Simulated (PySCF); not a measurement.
# IF−: bond curves at several levels of theory

Aim: find the lowest electronic state of IF−, scan its bond at several levels of theory, and get bond length, wavenumber and dissociation energy from each curve.

Computed with PySCF 2.14.0. Level: I aug-cc-pVDZ-PP with ECP28, F aug-cc-pVDZ, scalar-relativistic core potentials.

1 further run of the same task is left out (set aside as unsound or not needed).

## 1. The job

The job is set up so:

| Quantity | Value |
| --- | --- |
| atoms | I, F |
| charge | -1 |
| basis | I aug-cc-pVDZ-PP with ECP28, F aug-cc-pVDZ |
| Hamiltonian | scalar-relativistic core potentials |
| basis functions | 55 |
| electrons treated | 35 |
| masses in u | 126.9045, 18.9984 |
| levels | PBE0, PBE, r²SCAN, PW91, M06, TPSS, HSE06, HF, MP2, SCS-MP2, CCSD, CCSD(T) |
| grid | 80 radial by 434 angular points |
| occupations | held fixed by the projection of orbital angular momentum |
| dissociation limit | I + F−, each in its ground configuration |
| starting distance in angstrom | 2.025 |
| values of 2S to try | 1, 3 |

On the command line:

```sh
> OMP_NUM_THREADS=1 python dia.py task.json out
```

The job searches for the state first and then visits each distance with every level. Its results follow level by level.

## 2. First curve: PBE0

State followed: ²Σ⁺ (doublet), unpaired electrons σ ↑. The scan is laid around 2.384 Å.

Output of the SCF at 2.384 Å:

```text
******** <class 'pyscf.dft.uks_symm.SymAdaptedUKS'> ********
method = SymAdaptedUKS
initial guess = minao
damping factor = 0
level_shift factor = 0
DIIS = <class 'pyscf.scf.diis.CDIIS'>
diis_start_cycle = 1
diis_space = 10
diis_damp = 0
SCF conv_tol = 1e-09
SCF conv_tol_grad = None
SCF max_cycles = 60
direct_scf = False
max_memory 909 MB (current use 303 MB)
number electrons alpha = 18  beta = 17
XC library pyscf.dft.libxc version 7.0.0
    S. Lehtola, C. Steigemann, M. J.T. Oliveira, and M. A.L. Marques.,  SoftwareX 7, 1–5 (2018)
XC functionals = PBE0
    C. Adamo and V. Barone.,  J. Chem. Phys. 110, 6158 (1999)
    M. Ernzerhof and G. E. Scuseria.,  J. Chem. Phys. 110, 5029 (1999)
small_rho_cutoff = 0
Overwritten attributes  get_jk get_j get_k get_hcore get_occ  of <class 'pyscf.dft.uks_symm.SymAdaptedUKS'>
<class 'pyscf.dft.uks_symm.SymAdaptedUKS'> does not have attributes  refdm
Set gradient conv threshold to 3.16228e-05
init E= -395.525864528955
cycle= 1 E= -395.526853778044  delta_E= -0.000989  |g|= 0.00334  |ddm|= 0.0176
cycle= 2 E= -395.526850167511  delta_E= 3.61e-06  |g|= 0.00486  |ddm|= 0.00828
cycle= 3 E= -395.526857807991  delta_E= -7.64e-06  |g|= 0.00134  |ddm|= 0.00569
cycle= 4 E= -395.526858643744  delta_E= -8.36e-07  |g|= 0.000223  |ddm|= 0.00151
cycle= 5 E= -395.526858686942  delta_E= -4.32e-08  |g|= 4.69e-05  |ddm|= 0.000568
cycle= 6 E= -395.526858689329  delta_E= -2.39e-09  |g|= 4e-05  |ddm|= 0.000182
cycle= 7 E= -395.526858690273  delta_E= -9.44e-10  |g|= 1.11e-05  |ddm|= 9.43e-05
Extra cycle  E= -395.526858690156  delta_E= 1.18e-10  |g|= 2.14e-05  |ddm|= 3.25e-05
converged SCF energy = -395.526858690156  <S^2> = 0.75429109  2S+1 = 2.0042865
```

The curve and what changes along it:

| R (Å) | E (eV) | μ (D) | Mulliken charge of I (e) | Mayer bond order | ⟨S²⟩ | HOMO (eV) | LUMO (eV) |
| --- | --- | --- | --- | --- | --- | --- | --- |
| 2.0502 | 0.3977 | -1.88 | -0.43 | 0.21 | 0.75 | 0.07 | 2.98 |
| 2.1456 | 0.1700 | -2.44 | -0.42 | 0.27 | 0.75 | -0.36 | 2.67 |
| 2.2410 | 0.0496 | -2.93 | -0.41 | 0.31 | 0.75 | -0.77 | 2.35 |
| 2.3125 | 0.0093 | -3.27 | -0.40 | 0.34 | 0.75 | -1.05 | 2.11 |
| 2.3840 | 0.0000 | -3.57 | -0.40 | 0.36 | 0.75 | -1.31 | 1.88 |
| 2.4555 | 0.0135 | -3.85 | -0.40 | 0.38 | 0.75 | -1.55 | 1.66 |
| 2.5509 | 0.0559 | -4.18 | -0.41 | 0.40 | 0.75 | -1.84 | 1.39 |
| 2.6701 | 0.1327 | -4.53 | -0.41 | 0.42 | 0.76 | -2.10 | 1.07 |
| 2.8131 | 0.2402 | -4.90 | -0.42 | 0.44 | 0.76 | -2.21 | 0.74 |
| 3.0038 | 0.3846 | -5.31 | -0.43 | 0.45 | 0.76 | -2.34 | 0.35 |

The fit gives Re = 2.374 Å, ωe = 275.9 cm⁻¹, ωexe = 2.25 cm⁻¹, αe = 0.00179 cm⁻¹, Be = 0.1810 cm⁻¹, De = 1.90 eV, μ = -3.53 D.

Orbitals nearest the gap at 2.384 Å:

| spin | orbital | ε (eV) | filled | made of |
| --- | --- | --- | --- | --- |
| α | π | -4.03 | yes | F p 92 %, I p 8 % |
| α | π | -4.03 | yes | F p 92 %, I p 8 % |
| β | π | -3.72 | yes | F p 91 %, I p 9 % |
| β | π | -3.72 | yes | F p 91 %, I p 9 % |
| β | σ | -3.68 | yes | F p 66 %, I p 32 % |
| α | π | -2.08 | yes | I p 92 % |
| α | π | -2.08 | yes | I p 92 % |
| β | π | -1.81 | yes | I p 92 %, F p 8 % |
| β | π | -1.81 | yes | I p 92 %, F p 8 % |
| α | σ | -1.31 | yes | I p 80 %, F p 19 % |
| β | σ | 1.88 | no | I p 75 %, F p 27 % |
| α | σ | 4.76 | no | I s 77 %, I p 28 % |
| β | σ | 4.99 | no | I s 101 %, I p 10 % |
| α | π | 5.27 | no | I p 103 % |

Polarisability there: 77.2 bohr³ along the bond, 46.4 across it.

## 3. Fields at the reference distance

The fields below are evaluated on a grid from the run's orbitals.

Frontier orbitals at PBE0 (alpha spin), with the share of their density that lies nearest to each atom:

| orbital | energy (eV) | lies on |
| --- | --- | --- |
| HOMO | -1.31 | I1 73 %; F2 27 % |
| LUMO | 4.76 | I1 95 % |

ELF in a plane through or near 2 of the atoms.

Values, 10 rows by 14 columns:
```
0.00 0.01 0.07 0.19 0.26 0.27 0.14 0.02 0.00 0.00 0.00 0.00 0.00 0.00
0.01 0.11 0.32 0.52 0.61 0.63 0.45 0.08 0.01 0.02 0.02 0.01 0.00 0.00
0.05 0.25 0.49 0.70 0.79 0.81 0.65 0.09 0.04 0.15 0.12 0.05 0.01 0.00
0.14 0.40 0.64 0.77 0.65 0.58 0.71 0.13 0.40 0.64 0.43 0.18 0.03 0.00
0.20 0.46 0.70 0.40 0.55 0.74 0.31 0.25 0.79 0.78 0.71 0.33 0.05 0.00
0.21 0.47 0.70 0.32 0.75 0.36 0.29 0.27 0.77 0.52 0.73 0.36 0.05 0.00
0.18 0.44 0.68 0.61 0.31 0.35 0.50 0.19 0.66 0.83 0.60 0.27 0.04 0.00
0.10 0.33 0.58 0.77 0.82 0.83 0.73 0.10 0.16 0.38 0.26 0.10 0.02 0.00
0.03 0.21 0.44 0.64 0.74 0.77 0.59 0.09 0.02 0.08 0.07 0.03 0.01 0.00
0.00 0.05 0.19 0.36 0.45 0.46 0.29 0.05 0.00 0.01 0.01 0.00 0.00 0.00
```
The map spans 7.6 Å across and 5.2 Å up, centred on the molecule. Atoms in the plane (x, y in Å): I1 (-1.2, 0.0), F2 (1.2, 0.0).

log10 of the density (e/Å³) in the same plane.

Values, 10 rows by 14 columns:
```
-3.6 -3.1 -2.7 -2.4 -2.3 -2.2 -2.4 -2.7 -3.1 -3.3 -3.4 -3.6 -3.9 -4.0
-3.1 -2.5 -2.0 -1.7 -1.5 -1.5 -1.7 -2.1 -2.4 -2.5 -2.7 -3.0 -3.4 -3.9
-2.8 -2.2 -1.6 -1.2 -0.9 -0.9 -1.2 -1.6 -1.7 -1.7 -2.0 -2.4 -3.0 -3.6
-2.5 -1.8 -1.1 -0.5 -0.2 -0.1 -0.5 -1.0 -0.7 -0.5 -1.0 -1.6 -2.5 -3.3
-2.3 -1.6 -0.8 -0.1  0.9  1.3  0.1 -0.5  0.3  0.8 -0.2 -1.1 -2.2 -3.1
-2.3 -1.5 -0.8  0.0  1.3  1.4  0.3 -0.4  0.6  2.5  0.0 -1.0 -2.1 -3.1
-2.4 -1.7 -1.0 -0.3  0.2  0.5 -0.2 -0.7 -0.2  0.2 -0.6 -1.3 -2.3 -3.2
-2.6 -2.0 -1.4 -0.8 -0.5 -0.5 -0.8 -1.3 -1.2 -1.1 -1.5 -2.0 -2.8 -3.4
-2.9 -2.3 -1.8 -1.3 -1.1 -1.1 -1.3 -1.8 -2.0 -2.0 -2.2 -2.6 -3.1 -3.7
-3.3 -2.8 -2.3 -2.0 -1.9 -1.9 -2.0 -2.4 -2.7 -2.9 -3.1 -3.3 -3.6 -4.0
```
The map spans 7.6 Å across and 5.2 Å up, centred on the molecule. Atoms in the plane (x, y in Å): I1 (-1.2, 0.0), F2 (1.2, 0.0).

On the surface of density 0.002 e/bohr³ the electrostatic potential runs, from the 1st to the 99th percentile, from -6.38 V near F2 to -4.36 V near I1.

The spin density lies nearest to I1 62 %; F2 38 %.

Core electrons inside the core potentials are missing from the density.

## 4. PBE (GGA)

Output of the SCF at 2.384 Å:

```text
******** <class 'pyscf.dft.uks_symm.SymAdaptedUKS'> ********
method = SymAdaptedUKS
initial guess = minao
damping factor = 0
level_shift factor = 0
DIIS = <class 'pyscf.scf.diis.CDIIS'>
diis_start_cycle = 1
diis_space = 10
diis_damp = 0
SCF conv_tol = 1e-09
SCF conv_tol_grad = None
SCF max_cycles = 60
direct_scf = False
max_memory 909 MB (current use 349 MB)
number electrons alpha = 18  beta = 17
XC library pyscf.dft.libxc version 7.0.0
    S. Lehtola, C. Steigemann, M. J.T. Oliveira, and M. A.L. Marques.,  SoftwareX 7, 1–5 (2018)
XC functionals = PBE
    J. P. Perdew, K. Burke, and M. Ernzerhof.,  Phys. Rev. Lett. 77, 3865 (1996)
    J. P. Perdew, K. Burke, and M. Ernzerhof.,  Phys. Rev. Lett. 78, 1396 (1997)
    J. P. Perdew, K. Burke, and M. Ernzerhof.,  Phys. Rev. Lett. 77, 3865 (1996)
    J. P. Perdew, K. Burke, and M. Ernzerhof.,  Phys. Rev. Lett. 78, 1396 (1997)
small_rho_cutoff = 0
Set gradient conv threshold to 3.16228e-05
init E= -395.509270317468
cycle= 1 E= -395.509101253684  delta_E= 0.000169  |g|= 0.0685  |ddm|= 0.185
cycle= 2 E= -395.487499752165  delta_E= 0.0216  |g|= 0.238  |ddm|= 0.321
cycle= 3 E= -395.511194591723  delta_E= -0.0237  |g|= 0.00948  |ddm|= 0.244
cycle= 4 E= -395.511231937271  delta_E= -3.73e-05  |g|= 0.00364  |ddm|= 0.0216
cycle= 5 E= -395.511239539406  delta_E= -7.6e-06  |g|= 0.000328  |ddm|= 0.00746
cycle= 6 E= -395.511239609387  delta_E= -7e-08  |g|= 9.88e-05  |ddm|= 0.000674
cycle= 7 E= -395.511239610705  delta_E= -1.32e-09  |g|= 8.2e-05  |ddm|= 0.000193
cycle= 8 E= -395.511239614682  delta_E= -3.98e-09  |g|= 1.44e-05  |ddm|= 0.000104
cycle= 9 E= -395.511239614771  delta_E= -8.94e-11  |g|= 1.1e-06  |ddm|= 1.78e-05
Extra cycle  E= -395.511239614766  delta_E= 5e-12  |g|= 3.65e-06  |ddm|= 7.37e-06
converged SCF energy = -395.511239614766  <S^2> = 0.75145145  2S+1 = 2.0014509
```

Re = 2.429 Å, ωe = 245.6 cm⁻¹, ωexe = 2.43 cm⁻¹, αe = 0.00198 cm⁻¹, Be = 0.1730 cm⁻¹, De = 2.02 eV, μ = -3.60 D.

## 5. r²SCAN (meta-GGA)

Log of the SCF at 2.384 Å:

```text
******** <class 'pyscf.dft.uks_symm.SymAdaptedUKS'> ********
method = SymAdaptedUKS
initial guess = minao
damping factor = 0
level_shift factor = 0
DIIS = <class 'pyscf.scf.diis.CDIIS'>
diis_start_cycle = 1
diis_space = 10
diis_damp = 0
SCF conv_tol = 1e-09
SCF conv_tol_grad = None
SCF max_cycles = 60
direct_scf = False
max_memory 909 MB (current use 313 MB)
number electrons alpha = 18  beta = 17
XC library pyscf.dft.libxc version 7.0.0
    S. Lehtola, C. Steigemann, M. J.T. Oliveira, and M. A.L. Marques.,  SoftwareX 7, 1–5 (2018)
XC functionals = R2SCAN
    J. W. Furness, A. D. Kaplan, J. Ning, J. P. Perdew, and J. Sun.,  J. Phys. Chem. Lett. 11, 8208-8215 (2020)
    J. W. Furness, A. D. Kaplan, J. Ning, J. P. Perdew, and J. Sun.,  J. Phys. Chem. Lett. 11, 9248-9248 (2020)
    J. W. Furness, A. D. Kaplan, J. Ning, J. P. Perdew, and J. Sun.,  J. Phys. Chem. Lett. 11, 8208-8215 (2020)
    J. W. Furness, A. D. Kaplan, J. Ning, J. P. Perdew, and J. Sun.,  J. Phys. Chem. Lett. 11, 9248-9248 (2020)
small_rho_cutoff = 0
Set gradient conv threshold to 3.16228e-05
init E= -395.689967168312
cycle= 1 E= -395.690351789424  delta_E= -0.000385  |g|= 0.00719  |ddm|= 0.0791
cycle= 2 E= -395.690124037745  delta_E= 0.000228  |g|= 0.0241  |ddm|= 0.0403
cycle= 3 E= -395.690386303748  delta_E= -0.000262  |g|= 0.00293  |ddm|= 0.0241
cycle= 4 E= -395.690392052605  delta_E= -5.75e-06  |g|= 0.000567  |ddm|= 0.00658
cycle= 5 E= -395.690392188394  delta_E= -1.36e-07  |g|= 7.56e-05  |ddm|= 0.00134
cycle= 6 E= -395.690392191582  delta_E= -3.19e-09  |g|= 2.86e-05  |ddm|= 0.000271
cycle= 7 E= -395.690392192014  delta_E= -4.31e-10  |g|= 1.1e-05  |ddm|= 6.68e-05
Extra cycle  E= -395.690392191728  delta_E= 2.86e-10  |g|= 2.69e-05  |ddm|= 4.33e-05
converged SCF energy = -395.690392191728  <S^2> = 0.75386157  2S+1 = 2.0038578
```

Re = 2.410 Å, ωe = 257.6 cm⁻¹, ωexe = 2.33 cm⁻¹, αe = 0.00188 cm⁻¹, Be = 0.1757 cm⁻¹, De = 2.04 eV, μ = -3.53 D. 9.5 s of CPU time for 12 points, integrals apart.

## 6. PW91 (GGA)

Log of the SCF at 2.384 Å:

```text
******** <class 'pyscf.dft.uks_symm.SymAdaptedUKS'> ********
method = SymAdaptedUKS
initial guess = minao
damping factor = 0
level_shift factor = 0
DIIS = <class 'pyscf.scf.diis.CDIIS'>
diis_start_cycle = 1
diis_space = 10
diis_damp = 0
SCF conv_tol = 1e-09
SCF conv_tol_grad = None
SCF max_cycles = 60
direct_scf = False
max_memory 909 MB (current use 326 MB)
number electrons alpha = 18  beta = 17
XC library pyscf.dft.libxc version 7.0.0
    S. Lehtola, C. Steigemann, M. J.T. Oliveira, and M. A.L. Marques.,  SoftwareX 7, 1–5 (2018)
XC functionals = PW91,PW91
    J. P. Perdew. In P. Ziesche and H. Eschrig, editors, Proceedings of the 75. WE-Heraeus-Seminar and 21st Annual International Symposium on Electronic Structure of Solids, 11. Berlin, 1991. Akademie Verlag.
    J. P. Perdew, J. A. Chevary, S. H. Vosko, K. A. Jackson, M. R. Pederson, D. J. Singh, and C. Fiolhais.,  Phys. Rev. B 46, 6671 (1992)
    J. P. Perdew, J. A. Chevary, S. H. Vosko, K. A. Jackson, M. R. Pederson, D. J. Singh, and C. Fiolhais.,  Phys. Rev. B 48, 4978 (1993)
    J. P. Perdew. In P. Ziesche and H. Eschrig, editors, Proceedings of the 75. WE-Heraeus-Seminar and 21st Annual International Symposium on Electronic Structure of Solids, 11. Berlin, 1991. Akademie Verlag.
    J. P. Perdew, J. A. Chevary, S. H. Vosko, K. A. Jackson, M. R. Pederson, D. J. Singh, and C. Fiolhais.,  Phys. Rev. B 46, 6671 (1992)
    J. P. Perdew, J. A. Chevary, S. H. Vosko, K. A. Jackson, M. R. Pederson, D. J. Singh, and C. Fiolhais.,  Phys. Rev. B 48, 4978 (1993)
small_rho_cutoff = 0
Set gradient conv threshold to 3.16228e-05
init E= -395.685457642005
cycle= 1 E= -395.686263761431  delta_E= -0.000806  |g|= 0.0516  |ddm|= 0.205
cycle= 2 E= -395.672325377892  delta_E= 0.0139  |g|= 0.19  |ddm|= 0.26
cycle= 3 E= -395.687526117192  delta_E= -0.0152  |g|= 0.0113  |ddm|= 0.191
cycle= 4 E= -395.687585174898  delta_E= -5.91e-05  |g|= 0.00261  |ddm|= 0.016
cycle= 5 E= -395.687589036012  delta_E= -3.86e-06  |g|= 0.000204  |ddm|= 0.00572
cycle= 6 E= -395.687589069274  delta_E= -3.33e-08  |g|= 8.8e-05  |ddm|= 0.000597
cycle= 7 E= -395.687589072788  delta_E= -3.51e-09  |g|= 2.57e-05  |ddm|= 0.000115
cycle= 8 E= -395.687589073112  delta_E= -3.24e-10  |g|= 1.88e-06  |ddm|= 3.28e-05
Extra cycle  E= -395.68758907311  delta_E= 1.88e-12  |g|= 2.31e-06  |ddm|= 6.57e-06
converged SCF energy = -395.68758907311  <S^2> = 0.75146812  2S+1 = 2.0014676
```

Re = 2.424 Å, ωe = 248.0 cm⁻¹, ωexe = 2.41 cm⁻¹, αe = 0.00197 cm⁻¹, Be = 0.1736 cm⁻¹, De = 2.04 eV, μ = -3.59 D. 7 s of CPU time for 12 points, integrals apart.

(Part 1 of 2 ends here.)
